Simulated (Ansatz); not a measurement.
What does this script print? It uses Ansatz 0.2.0 through its Python package.

The script reads `nb.cif`:
```cif
data_Nb
_cell_length_a 2.882046
_cell_length_b 2.882046
_cell_length_c 2.882046
_cell_angle_alpha 109.47122
_cell_angle_beta 109.47122
_cell_angle_gamma 109.47122
_symmetry_space_group_name_H-M 'P 1'
_symmetry_Int_Tables_number 1
loop_
_symmetry_equiv_pos_as_xyz
'x, y, z'
loop_
_atom_site_label
_atom_site_type_symbol
_atom_site_fract_x
_atom_site_fract_y
_atom_site_fract_z
Nb1 Nb    0.000000    0.000000    0.000000
```

`field_nb.py`:
```python
"""A slab of Nb in an electric field."""

import ansatz as az
from ase.build import surface
from ase.io import read
import numpy as np
import pandas as pd


def main() -> None:
    atoms = read("nb.cif")
    # the plane is named in the basis of this cell
    rows = []
    for value in [0.0, 0.1, 0.2, 0.3]:
        slab = surface(atoms, (0, 0, 1), 3, vacuum=8.0)
        slab.pbc = True
        base = (
            az.Crystal.from_ase(slab).calculation()
            .functional("lda")
            .occupations("Fermi-Dirac", width=0.15)
            .kpoints(6, 6, 1)
            .electric_field(axis=3, dipole_correction=True, amplitude=value)
        )
        data = base.run().report
        face = data["work_function"]
        rows.append((value, len(slab), data["free_energy_ev"], face["dipole_moment_e_ang"], face.get("phi_plus_ev"), face.get("phi_minus_ev")))

    print(pd.DataFrame(rows, columns=["field (V/A)", "atoms", "F (eV)", "dipole (e A)", "phi upper (eV)", "phi lower (eV)"]).round(4).to_string(index=False))
    print(f"induced dipole per field: {np.polyfit([row[0] for row in rows], [row[3] for row in rows], 1)[0]:.3f} e A^2/V")


if __name__ == "__main__":
    main()
```

```console
$ python field_nb.py
DeckWarning: basis.ecutwfc = 420 eV, auto-derived from the records' recommended cutoffs: set by Nb (normal level)
 field (V/A)  atoms      F (eV)  dipole (e A)  phi upper (eV)  phi lower (eV)
         0.0      3 -13325.2901        0.0000          4.7432          4.7433
         0.1      3 -13325.2921        0.0389             NaN             NaN
         0.2      3 -13325.2979        0.0778             NaN             NaN
         0.3      3 -13325.3077        0.1168             NaN             NaN
induced dipole per field: 0.389 e A^2/V
```
(Warnings from the package without file and line.)

What to keep in mind:
- Absolute energies stand on the zero of these potentials, so only differences at equal settings mean something. A total without «per atom» is that of the whole cell that was run.
- For a metal this k-point mesh is coarse: on a finer one energies can move by several to tens of meV an atom and pressures by half a GPa or more, differences at one mesh by less.
- The smearing is wide enough that free energy and stress hold a thermal part of the electrons.
- Of the deposited cell: the entry's cell lengths or inner coordinates differ somewhat from later room-temperature determinations.
- The slabs are thin, unrelaxed cuts of the structure as given, on a modest mesh, so the surface energy isn't converged; Miller indices refer to the cell as typed, and unlike faces give only a mean.
- Hardware and time: 24 s on 1 thread of Arm Neoverse V2, with other jobs on the host, peak memory 0.47 GiB.
